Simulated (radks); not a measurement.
**Valence configurations of Tm**

The task here is to estimate one member of a computed series from the others.

Method: Dirac Kohn-Sham, PBEsol, spin-unpolarised, spherical densities, point nucleus; open shells fill j = l - 1/2 first. Code: radks (a radial shooting solver on a logarithmic mesh, Libxc functionals) version 1.

3 further runs of the same task are left out: 3 that didn't finish.

### Starting point

* element: thulium (Z = 69)
* charge: 0
* electrons: 69
* configuration: [Xe] 4f13 6s2
* others tried: 4f13 6s1 6p1; 4f11 5d2 6s2; 4f12.5 5d0.5 6s2; 4f13 5d1 6s1; 4f11 6s2 6p2; 4f12 5d2 6s1

The first run:

Input:

```text
Z 69
configuration [Xe] 4f13 6s2
relativity Dirac
functional pbe_sol,pbe_sol
spin unpolarised
j_filling energy
nucleus point
c 137.035999084
```

Steps of the session up to this table: [Xe] 4f13 6s2.

One table of the session follows, with a row left open; its other results are not shown here.

It belongs to the step «[Xe] 4f13 6s2». From the orbitals of this run (lengths in bohr):

| level | <r> | outermost maximum (interpolated) | 90 % within | nodes |
| --- | --- | --- | --- | --- |
| 4d3/2 | 0.5653 | 0.496 | 0.851 | 1 |
| 4d5/2 | 0.5767 | 0.505 | 0.868 | 1 |
| 5s1/2 | 1.231 | 1.09 | 1.78 | 4 |
| 5p1/2 | 1.393 | 1.19 | 2.06 | 3 |
| 5p3/2 | ? | ? | ? | ? |
| 6s1/2 | 3.954 | 3.32 | 5.89 | 5 |
| 4f5/2 | 0.7988 | 0.493 | 1.40 | 0 |
| 4f7/2 | 0.8241 | 0.498 | 1.45 | 0 |

Q: Estimate the row for 5p3/2 from the others.

The run gave: <r>: 1.511; outermost maximum (interpolated): 1.28; 90 % within: 2.24; nodes: 3. In the column «<r>» it lies between 5p1/2 (1.393) and 6s1/2 (3.954).
